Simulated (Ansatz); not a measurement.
**Bi: stress in a strained cell**

Aim: deform Bi (equal xx and yy strain of +2 %) and compute stress, forces and field gradients with LAPW, PAW and all-electron datasets made for the crystal.

Method: DFT PBEsol, scalar-relativistic, in Ansatz 0.2.0.

## 1. The structure to begin with

It takes space group P6_3/mmc (No. 194, hexagonal). Conventional cell: a = 4.539 Å, b = 4.539 Å, c = 11.829 Å, α = 90.00°, β = 90.00°, γ = 120.00°.

As a file:

```xyz
2
Lattice="4.5390 0.0000 0.0000 -2.2695 3.9309 0.0000 0.0000 0.0000 11.8290" Properties=species:S:1:pos:R:3 pbc="T T T"
Bi    0.0000    2.6206    2.9573
Bi    2.2695    1.3103    8.8718
```

Atoms are numbered in the order of the input: Bi1, Bi2.

## 2. The deformed structure

Space group P6_3/mmc before, P6_3/mmc after.

## 3. All-electron LAPW

Contents of input.yaml:

```yaml
crystal:
  lattice:
    - [4.6297803057, 0.0, 0.0]
    - [-2.3148901529, 4.0095073588, 0.0]
    - [0.0, 0.0, 11.829]
  atoms:
    - { symbol: Bi, position: [0.3333333333, 0.6666666667, 0.25] }
    - { symbol: Bi, position: [0.6666666667, 0.3333333333, 0.75] }
kpoints:
  mp_grid: { grid: [9, 9, 3] }
  band_path:
    path:
      - [0.0, 0.0, 0.0]
      - [0.5, 0.0, 0.0]
      - [0.3333333333, 0.3333333333, 0.0]
      - [0.0, 0.0, 0.0]
      - [0.0, 0.0, 0.5]
      - [0.5, 0.0, 0.5]
      - [0.3333333333, 0.3333333333, 0.5]
      - [0.0, 0.0, 0.5]
      - [0.5, 0.0, 0.5]
    npoints: 5
scf:
  occupations: { method: fermi_dirac, width: 0.03 }
hamiltonian:
  xc: pbesol
  pseudopotentials: { kind: all_electron, lapw: { basis_error: 0.0005 } }
output:
  forces: true
  stress: true
  eigenvalues: true
```

Launch:

```sh
> ansatz run input.yaml --threads 1 --pin off --max-ram 3072MiB --backend cpu --events-out ev --progress --plain --runs-dir out
```

## 4. PAW on the default files

Contents of input.yaml:

```yaml
crystal:
  lattice:
    - [4.6297803057, 0.0, 0.0]
    - [-2.3148901529, 4.0095073588, 0.0]
    - [0.0, 0.0, 11.829]
  atoms:
    - { symbol: Bi, position: [0.3333333333, 0.6666666667, 0.25] }
    - { symbol: Bi, position: [0.6666666667, 0.3333333333, 0.75] }
kpoints:
  mp_grid: { grid: [9, 9, 3] }
scf:
  occupations: { method: fermi_dirac, width: 0.03 }
hamiltonian:
  xc: pbesol
  pseudopotentials: { kind: paw }
output:
  forces: true
  stress: true
  eigenvalues: true
  efg: { contact_densities: true }
```

## 5. All-electron PAW on datasets made for the crystal

input.yaml: that of step 4 with these lines changed.

```diff
@@ -14,3 +14,3 @@
   xc: pbesol
-  pseudopotentials: { kind: paw }
+  pseudopotentials: { kind: all_electron, datasets: crystal }
 output:
```

(Steps that only read results are left out.)

What does the calculation give? Wanted: pressure; largest shear or deviatoric stress.

**Answer**, as computed:

| quantity | value |
| --- | --- |
| pressure | LAPW -3.27, PAW -3.27, crystal datasets -3.27 GPa |
| largest shear or deviatoric stress (LAPW) | 2.89 GPa |

**Reading.** The largest part of the stress beyond the pressure is 2.89 GPa in size, in the zz component; the atoms are carried along and not relaxed. No run of the undeformed cell stands beside it, so the pressure holds what the given cell had before the change. PAW: stress within 0.01 GPa of LAPW. Crystal datasets: stress within 0.01 GPa of LAPW. Spin-orbit coupling is left out, though the cell holds Bi; in elements this heavy it can shift bands and gaps by tenths of an eV.
